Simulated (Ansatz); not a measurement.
# Se: strong compression

Aim: compress Se (bcc type) step by step, far beyond the usual range, and follow pressure and electronic structure. Methods of the runs shown: PAW. Its runs: cell relaxed at zero pressure (PAW); volume scaled by 1 (PAW); volume scaled by 0.9 (PAW); volume scaled by 0.8 (PAW); volume scaled by 0.7 (PAW); volume scaled by 0.6 (PAW); volume scaled by 0.5 (PAW); volume scaled by 0.4 (PAW and PAW (level accurate)).

Computed with Ansatz 0.2.0 (DFT LDA, with the methods named in each step, unless a step's input says otherwise).

## Step 1: The structure to begin with

It takes space group Im-3m (No. 229, cubic). The conventional cell has a = 3.476 Å, b = 3.476 Å, c = 3.476 Å, α = 90.00°, β = 90.00°, γ = 90.00°. Se (site symmetry m-3m) is surrounded by 8 Se at 3.01 Å.

Coordinates:

```
CELL_PARAMETERS angstrom
-1.73801 1.73801 1.73801
1.73801 -1.73801 1.73801
1.73801 1.73801 -1.73801
ATOMIC_POSITIONS crystal
Se 0.00000 0.00000 0.00000
```

Whether this phase is the stable one at these pressures isn't tested.

## Step 2: Cell relaxed at zero pressure, PAW

input.yaml

```yaml
crystal:
  lattice:
    - [-1.7380133224, 1.7380133224, 1.7380133224]
    - [1.7380133224, -1.7380133224, 1.7380133224]
    - [1.7380133224, 1.7380133224, -1.7380133224]
  atoms:
    - { symbol: Se, position: [0.0, 0.0, 0.0] }
kpoints:
  mp_grid: { grid: [15, 15, 15] }
scf:
  occupations: { method: fermi_dirac, width: 0.08 }
hamiltonian:
  xc: lda
  pseudopotentials: { kind: paw }
output:
  forces: true
  stress: true
relax:
  f_tol: 0.005
  max_steps: 40
  cell: {}
```

Command:

```bash
$ ansatz run input.yaml --threads 1 --pin off --max-ram 2048MiB --backend cpu --events-out ev --progress --plain --runs-dir out
```

The runs that follow: Volume scaled by 1, PAW; Volume scaled by 0.9, PAW; Volume scaled by 0.8, PAW; Volume scaled by 0.7, PAW; Volume scaled by 0.6, PAW; Volume scaled by 0.5, PAW; Volume scaled by 0.4, PAW; Volume scaled by 0.4, PAW (level accurate).

What does the calculation give? Wanted: PAW pressure at 0.4 of the volume; PAW; fitted bulk modulus at zero pressure.

The runs gave:

```
                                          quantity      value
                 PAW pressure at 0.4 of the volume  581.3 GPa
PAW (level accurate) pressure at 0.4 of the volume  581.8 GPa
        fitted bulk modulus at zero pressure (PAW)     94 GPa
                           its pressure derivative       4.12
```

In words: At 0.4 of the starting volume PAW gives 581 GPa. A third-order Birch-Murnaghan curve fits the range only roughly (B₀ = 94 GPa, B′ = 4.12, misfit at most 2.86 GPa). A fit over so wide a range leans to the high pressures, so B₀ can be off by several per cent. No all-electron run checks these rows here, and frozen cores can fail under such compression. The ions are at rest, and the electrons smeared by 0.08 eV.

At pressures up to 582 GPa the PAW spheres may overlap and frozen cores may not hold, so those PAW values are rough without an all-electron check.
